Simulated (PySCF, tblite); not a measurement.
# C₆H₆AlBr: geometry, infrared bands and NMR shifts

What infrared bands and NMR shifts should C₆H₆AlBr (`CC#CC#C[CH2][AlH][Br]`) show?

Programs: tblite 0.8.0 and PySCF 2.14.0, with density-fitted response routines of our own. Each step states its level of theory. These are calculated values for one molecule in the gas phase, unless marked as measured. Atoms count from 0, in the outputs and in this text.

### 1 The molecule as given

14 atoms, charge 0, multiplicity 1; geometry from: force field or distance geometry start.

Bonds of the start (Å): C0–C1 1.46, C1–C2 1.23, C2–C3 1.41, C3–C4 1.21, C4–C5 1.46, C5–Al6 1.99, Al6–Br7 2.38, C0–H8 1.11, C0–H9 1.11, C0–H10 1.11, C5–H11 1.13, C5–H12 1.10, Al6–H13 1.58.

### 2 Optimising the geometry with GFN2-xTB

The job: settings as JSON, then the geometry in Å.

```
{"job": {"kind": "relax", "xc": "GFN2-xTB", "basis": "xTB"}, "charge": 0, "multiplicity": 1}
C     -3.968100    -0.743700     0.593500
C     -2.598000    -0.310300     0.342000
C     -1.431900     0.039800     0.172600
C     -0.103600     0.468800    -0.036900
C      1.051500     0.798500    -0.193000
C      2.444800     1.199900    -0.387700
Al     3.627600    -0.390400    -0.505400
Br     5.569900    -0.425600     0.864900
H     -4.302200    -0.505400     1.629100
H     -3.988900    -1.848300     0.477000
H     -4.625700    -0.225800    -0.140300
H      2.797300     1.808100     0.493000
H      2.467700     1.823600    -1.294800
H      3.059000    -1.689700    -1.196300
```

The run is started by

```bash
OMP_NUM_THREADS=1 python probes_run.py task.json out
```

This one command runs all jobs of the session in turn.

The program printed:

```text
step      E/eV     max force
  0    -570.94968    1.978
  1    -571.02529    2.548
  2    -571.15185    1.111
  3    -571.18600    1.614
  4    -571.20426    1.557
  5    -571.23085    0.562
  6    -571.25045    0.361
  7    -571.26239    0.435
  8    -571.27005    0.253
  9    -571.27706    0.240
 10    -571.28186    0.198
 11    -571.28487    0.159
 12    -571.28654    0.115
 13    -571.28787    0.120
 14    -571.28919    0.105
 15    -571.29031    0.080
 16    -571.29106    0.062
 17    -571.29154    0.052
 18    -571.29197    0.057
 19    -571.29249    0.078
 20    -571.29313    0.087
 21    -571.29385    0.076
 22    -571.29453    0.074
 23    -571.29517    0.077
 24    -571.29586    0.086
 25    -571.29670    0.091
 26    -571.29771    0.089
 27    -571.29873    0.087
 28    -571.29952    0.073
 29    -571.30007    0.061
 30    -571.30059    0.075
 31    -571.30128    0.098
 32    -571.30234    0.115
 33    -571.30373    0.101
 34    -571.30504    0.120
 35    -571.30612    0.111
 36    -571.30723    0.104
 37    -571.30865    0.140
 38    -571.31050    0.167
 39    -571.31223    0.135
 40    -571.31331    0.069
 41    -571.31394    0.078
 42    -571.31445    0.091
 43    -571.31525    0.109
 44    -571.31671    0.089
 45    -571.31800    0.088
 46    -571.31917    0.103
 47    -571.32081    0.118
 48    -571.32284    0.166
 49    -571.32511    0.158
 50    -571.32694    0.097
 51    -571.32819    0.072
 52    -571.32919    0.090
 53    -571.33022    0.093
 54    -571.33146    0.123
 55    -571.33305    0.106
 56    -571.33530    0.103
 57    -571.33619    0.107
 58    -571.33749    0.102
 59    -571.33853    0.072
 60    -571.33918    0.052
 61    -571.33958    0.064
 62    -571.33988    0.050
 63    -571.34088    0.074
 64    -571.34160    0.082
 65    -571.34272    0.094
 66    -571.34374    0.099
 67    -571.34509    0.102
 68    -571.34666    0.110
 69    -571.34826    0.113
 70    -571.34947    0.096
 71    -571.35044    0.079
 72    -571.35153    0.100
 73    -571.35266    0.087
 74    -571.35391    0.075
 75    -571.35462    0.051
 76    -571.35493    0.046
 77    -571.35523    0.042
 78    -571.35572    0.059
 79    -571.35638    0.078
 80    -571.35693    0.064
 81    -571.35715    0.030
 82    -571.35720    0.029
 83    -571.35727    0.024
 84    -571.35733    0.018
 85    -571.35740    0.025
 86    -571.35746    0.022
 87    -571.35751    0.023
 88    -571.35756    0.023
 89    -571.35763    0.021
 90    -571.35770    0.016
 91    -571.35776    0.015
 92    -571.35779    0.011
 93    -571.35780    0.010
 94    -571.35781    0.008
```

Wall time 3 s (1 thread of Intel Xeon at 2.50GHz, shared host); peak memory 0.18 GiB.

Relaxation path: (not every step is listed)

```tsv
step	energy from step 0 (eV)	largest force (eV/Å)
0	0.0000	1.9785
1	-0.0756	2.5482
2	-0.2022	1.1110
3	-0.2363	1.6136
4	-0.2546	1.5570
5	-0.2812	0.5623
6	-0.3008	0.3611
7	-0.3127	0.4347
8	-0.3204	0.2531
16	-0.3414	0.0616
24	-0.3462	0.0859
32	-0.3527	0.1145
40	-0.3636	0.0691
48	-0.3732	0.1659
56	-0.3856	0.1025
64	-0.3919	0.0821
72	-0.4019	0.1001
80	-0.4073	0.0640
88	-0.4079	0.0232
89	-0.4080	0.0214
90	-0.4080	0.0157
91	-0.4081	0.0153
92	-0.4081	0.0110
93	-0.4081	0.0105
94	-0.4081	0.0083
```

Distances of close pairs at the start and the end, largest changes first:

```tsv
bond	before (Å)	after (Å)	change (Å)
Al6–Br7	2.377	2.259	-0.119
C2–C3	1.411	1.358	-0.054
Al6–H13	1.578	1.530	-0.047
C5–H11	1.127	1.099	-0.028
C0–H8	1.114	1.091	-0.023
C0–H10	1.113	1.091	-0.023
C1–C2	1.229	1.207	-0.022
C0–H9	1.111	1.091	-0.020
```

The final coordinates are the input of the step that follows.

### 3 Infrared spectrum with GFN2-xTB

The job: settings as JSON, then the geometry in Å.

```
{"job": {"kind": "ir", "xc": "GFN2-xTB", "basis": "xTB"}, "charge": 0, "multiplicity": 1}
C     -3.789805    -0.816987     0.469572
C     -2.436008    -0.353373     0.293556
C     -1.304953     0.042228     0.146799
C     -0.025398     0.470152    -0.003622
C      1.084236     0.940078    -0.136369
C      2.445232     1.403780    -0.282993
Al     3.289626    -0.410763    -0.186984
Br     5.495281    -0.873883    -0.335100
H     -4.138789    -0.574781     1.474068
H     -3.837022    -1.897873     0.331833
H     -4.448470    -0.339189    -0.256634
H      2.697891     2.103148     0.526093
H      2.563785     1.950235    -1.228886
H      2.403718    -1.643245     0.006576
```

The program printed:

```text
mode    cm-1     km/mol
  1     -15.0      0.04
  2      31.7      0.38
  3      35.3      0.88
  4      96.3      2.21
  5      97.2      4.22
  6     109.4     13.21
  7     232.8      0.34
  8     249.5      4.12
  9     278.6      1.27
 10     282.4     12.39
 11     364.1      0.18
 12     366.1     19.30
 13     382.7      0.75
 14     435.3     33.52
 15     548.3     95.64
 16     589.6      4.99
 17     623.1    153.16
 18     640.8    260.64
 19     995.3     89.35
 20    1019.1      9.93
 21    1021.3      9.40
 22    1032.9      0.50
 23    1045.7     48.62
 24    1308.3      1.01
 25    1391.2      0.92
 26    1399.0      4.65
 27    1450.9      5.55
 28    1451.3      5.56
 29    1855.9    165.25
 30    2280.5     94.34
 31    2356.2     27.96
 32    2857.6      8.19
 33    2878.9     26.42
 34    2991.3     22.87
 35    2991.8     23.05
 36    3001.3     47.71
```

Run time: 2.6 s. Hardware: 1 thread of Intel Xeon at 2.50GHz, shared host; peak memory 0.18 GiB.

Which atoms move in the most intense modes:

```tsv
cm⁻¹	km/mol	atoms
548	95.6	H11 24 %, H12 24 %, H13 22 %, C5 19 %
623	153.2	H13 72 %, C5 18 %
641	260.6	Al6 46 %, C5 27 %, H13 14 %
995	89.3	C5 24 %, C0 22 %, C3 15 %, C2 13 %
1046	48.6	H11 36 %, H12 35 %, C5 26 %
1856	165.2	H13 96 %
2280	94.3	C4 43 %, C3 39 %, C1 12 %
3001	47.7	H8 36 %, H9 32 %, H10 30 %
```

### 4 Shielding tensors: PBE0/pcSseg-1

Same as in step 3 but for these lines:

```diff
@@ -1,2 +1,2 @@
-{"job": {"kind": "ir", "xc": "GFN2-xTB", "basis": "xTB"}, "charge": 0, "multiplicity": 1}
+{"job": {"kind": "nmr", "xc": "PBE0", "basis": "pcSseg-1"}, "charge": 0, "multiplicity": 1}
 C     -3.789805    -0.816987     0.469572
```

Level: GIAO PBE0/pcSseg-1 NMR shielding, non-relativistic, gas phase.

The program printed:

```text
coarse grid: 59600 points
cycle   1  E = -3047.7145162762  dE = -1.786e-01  |g| = 7.765e-01  |ddm| = 4.204e+00
cycle   2  E = -3047.7251837554  dE = -1.067e-02  |g| = 4.681e-01  |ddm| = 1.094e+00
cycle   3  E = -3047.7554540774  dE = -3.027e-02  |g| = 2.558e-01  |ddm| = 7.001e-01
cycle   4  E = -3047.7702326202  dE = -1.478e-02  |g| = 9.347e-02  |ddm| = 2.502e-01
cycle   5  E = -3047.7722560169  dE = -2.023e-03  |g| = 1.232e-02  |ddm| = 8.508e-02
cycle   6  E = -3047.7722879744  dE = -3.196e-05  |g| = 3.367e-03  |ddm| = 1.349e-02
cycle   7  E = -3047.7722897258  dE = -1.751e-06  |g| = 2.110e-03  |ddm| = 4.899e-03
final grid: 124448 points
cycle   8  E = -3047.7723155189  dE =  5.727e-06  |g| = 4.978e-03  |ddm| = 7.191e-03
cycle   9  E = -3047.7722822422  dE =  3.328e-05  |g| = 1.194e-02  |ddm| = 1.526e-02
cycle  10  E = -3047.7723225152  dE = -4.027e-05  |g| = 1.569e-04  |ddm| = 1.082e-02
cycle  11  E = -3047.7723225216  dE = -6.470e-09  |g| = 3.571e-05  |ddm| = 2.390e-04
cycle  12  E = -3047.7723225219  dE = -2.847e-10  |g| = 1.217e-05  |ddm| = 3.628e-05
converged SCF energy = -3047.7723225219

GIAO shielding tensors (ppm)
atom      isotropic    diamagn.    paramagn.     s11        s22        s33       span
  0 C      181.410     254.476     -73.067    172.835    172.888    198.506     25.672
  1 C      107.035     270.380    -163.345     14.985     21.760    284.360    269.374
  2 C      114.323     249.528    -135.205     33.994     36.004    272.971    238.977
  3 C      109.343     255.094    -145.751     29.381     38.729    259.918    230.538
  4 C      107.062     268.554    -161.492     13.405     23.297    284.484    271.079
  5 C      180.664     258.868     -78.204    171.871    175.577    194.543     22.673
  6 Al     328.464     792.958    -464.494    279.573    345.589    360.229     80.656
  7 Br    2444.443    3123.601    -679.158   2026.642   2551.964   2754.723    728.081
  8 H       29.591      28.426       1.165     24.403     27.804     36.566     12.163
  9 H       29.577      29.463       0.114     24.306     27.933     36.492     12.186
 10 H       29.601      28.177       1.424     24.388     27.746     36.670     12.282
 11 H       29.652      29.440       0.212     24.316     28.454     36.186     11.871
 12 H       29.667      29.503       0.164     24.337     28.438     36.226     11.889
 13 H       26.302      28.820      -2.518     21.871     25.875     31.160      9.289
```

It took 2.8 min on 1 thread of Intel Xeon at 2.50GHz, shared host; peak memory 0.89 GiB.

The references, computed at this level on geometries of the same kind, shield at (ppm): 1H TMS 31.72, 13C TMS 186.9, 27Al AlH4- 490.0, 79Br HBr 2622. Their shielding less the atom's gives the shift. The references are single molecules in the gas phase. Shifts against hydride references such as AlH4− lie on their own scale. Atoms listed in one row are averaged.

```tsv
atoms	environment	σ (ppm)	δ (ppm)
C1	alkyne carbon	107.0	79.9
C4	alkyne carbon	107.1	79.9
C3	alkyne carbon	109.3	77.6
C2	alkyne carbon	114.3	72.6
C5	propargylic sp3 CH2 bonded to Al	180.7	6.3
C0	propargylic methyl carbon	181.4	5.5
H13	hydrogen on an aluminium bonded to C, Br	26.30	5.42
H8, H9, H10	hydrogen on a propargylic methyl carbon	29.59	2.13
H11, H12	hydrogen on a propargylic sp3 CH2 bonded to Al	29.66	2.06
Al6	aluminium bonded to C, Br, H	328.5	161.5
Br7	bromine bonded to Al	2444	178
```

Charges from the same density, by scheme (e):

```tsv
atoms	Mulliken	IAO	Hirshfeld	ESP fit
C0	-0.20	-0.43	-0.09	-0.57
C1	-0.35	-0.01	-0.02	0.24
C2	0.07	-0.08	-0.07	-0.29
C3	0.05	-0.07	-0.06	-0.12
C4	-0.20	-0.04	-0.04	0.20
C5	-0.56	-0.62	-0.19	-0.68
Al6	0.92	0.85	0.51	0.81
Br7	-0.38	-0.29	-0.19	-0.30
```

Mayer bond orders: C0–C1 1.25, C1–C2 2.16, C2–C3 1.03, C3–C4 2.18, C4–C5 1.10, C5–Al6 0.80, Al6–Br7 0.99.

The fields below are evaluated on a grid from the run's orbitals.

Frontier orbitals at PBE0/pcSseg-1, with the share of their density that lies nearest to each atom:

```tsv
orbital	energy (eV)	lies on
HOMO	-6.61	C1, C4 about 23 % each; C3 19 %; C2 13 %
LUMO	-1.54	Al6 56 %; H13 17 %; Br7 11 %
```

ELF in a plane through or near 10 of the atoms.

Values, 10 rows by 14 columns:
```
0.00 0.00 0.00 0.00 0.00 0.00 0.00 0.00 0.00 0.00 0.00 0.00 0.00 0.00
0.00 0.00 0.00 0.00 0.00 0.00 0.00 0.00 0.00 0.00 0.00 0.00 0.00 0.00
0.00 0.00 0.00 0.00 0.05 0.05 0.06 0.02 0.00 0.00 0.00 0.00 0.00 0.00
0.00 0.00 0.00 0.02 0.57 0.49 0.66 0.38 0.35 0.27 0.02 0.04 0.00 0.00
0.00 0.00 0.04 0.08 0.80 0.85 0.37 0.53 0.47 0.61 0.50 0.43 0.00 0.00
0.00 0.31 0.66 0.31 0.08 0.28 0.79 0.77 0.67 0.26 0.78 0.27 0.00 0.00
0.00 0.65 0.25 0.83 0.84 0.94 0.03 0.06 0.47 0.19 0.99 0.74 0.00 0.00
0.00 0.60 0.37 0.75 0.34 1.00 0.75 0.00 0.03 0.00 0.95 0.47 0.00 0.00
0.00 0.20 0.74 0.59 0.03 0.98 0.33 0.00 0.00 0.00 0.00 0.00 0.00 0.00
0.00 0.00 0.05 0.02 0.00 0.00 0.00 0.00 0.00 0.00 0.00 0.00 0.00 0.00
```
The map spans 15.8 Å across and 9.2 Å up, centred on the molecule. Atoms in the plane (x, y in Å): C0 (3.9, -0.2), C1 (2.5, 0.0), C2 (1.3, 0.3), C3 (-0.1, 0.5), C4 (-1.2, 0.8), C5 (-2.7, 1.0), Al6 (-3.2, -0.9), Br7 (-5.3, -1.7), H9 (4.1, -1.2), H13 (-2.1, -2.0).

On the surface of density 0.002 e/bohr³ the electrostatic potential runs, from the 1st to the 99th percentile, from -0.77 V near C3 to 2.94 V near Al6.

### 5 Outcome

```
                                                              quantity                                 value
                             strongest single infrared mode (GFN2-xTB)                  641 cm⁻¹, 261 km/mol
                                          zero-point energy (GFN2-xTB)                         55.3 kcal/mol
                                13C shifts against TMS (PBE0/pcSseg-1)  79.9, 79.9, 77.6, 72.6, 6.3, 5.5 ppm
1H shifts against TMS (PBE0/pcSseg-1, means over atoms taken as alike)                  5.42, 2.13, 2.06 ppm
                             27Al shifts against AlH4- (PBE0/pcSseg-1)                             161.5 ppm
                               79Br shifts against HBr (PBE0/pcSseg-1)                               178 ppm
                                 surface potential, 1st and 99th percentile                    -0.77 V and 2.94 V
```

In words: The optimisation took 94 steps and gained 0.408 eV; among the close pairs (by a distance rule), Al6–Br7 changed most, from 2.377 to 2.259 Å. The lowest mode is slightly imaginary (15i cm⁻¹), a soft motion within the noise of the Hessian, so the minimum is not strictly shown. The strongest single mode, at 641 cm⁻¹, moves mainly Al6 and C5. GFN2-xTB is a fitted tight-binding method: band positions and strengths are rough. Its intensities can rank the bands wrongly. At PBE0/pcSseg-1: The largest span, 728 ppm, is at Br7, where the paramagnetic term is -679 ppm. At PBE0/pcSseg-1, counted by nearest atom on the grid, the HOMO lies on C1, C4 about 23 % each; C3 19 %, the LUMO on Al6 56 %; H13 17 %. Spin-orbit coupling is left out, which matters for shieldings and couplings at and beside the heavy atoms.
